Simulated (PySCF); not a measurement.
# VI4: geometry

What geometry should VI4 (`[I][V]([I])([I])[I]`) show?

The runs use PySCF 2.14.0; the level of theory stands in each step. All values are computed, except where a source is named. Atoms are numbered from 0 throughout.

## Step 1: The starting structure

5 atoms, charge 0, multiplicity 2; geometry from: GFN2-xTB. The atoms were then displaced at random by about 0.03 Å, so the start is not that level's minimum.

Bonds of the start (Å): V0–I1 2.51, V0–I2 2.42, V0–I3 2.58, V0–I4 2.53.

## Step 2: Optimising the geometry at PBE0-D3(BJ)/def2-SVP

Job settings and geometry (Å):

```
{"job": {"xc": "PBE0", "basis": "def2-SVP", "d3": "d3bj", "grid": 1, "maxiter": 40, "shake": 0.03, "kind": "geom"}, "charge": 0, "multiplicity": 2}
V      0.061650    -0.076970     0.012580
I     -0.006970    -0.029000     2.517150
I      2.315700     0.003320    -0.876370
I     -1.097530     2.070470    -0.834080
I     -1.197990    -2.078310    -0.881390
```

Command:

```
OMP_NUM_THREADS=1 python probes_run.py task.json out
```

This one command runs all jobs of the session in turn.

Predict these results of the whole session: point group; rotational constants (main isotopes).

**Answer**, as computed:

| quantity | value |
| --- | --- |
| point group | D2d |
| rotational constants (main isotopes) | 0.25, 0.24, 0.24 GHz |

What this shows: The start was shaken at random, so part of the energy gained undoes that. Relaxing lowered the energy by 0.090 eV in 5 steps; the close pair that moved most is V0–I3, from 2.583 to 2.485 Å.
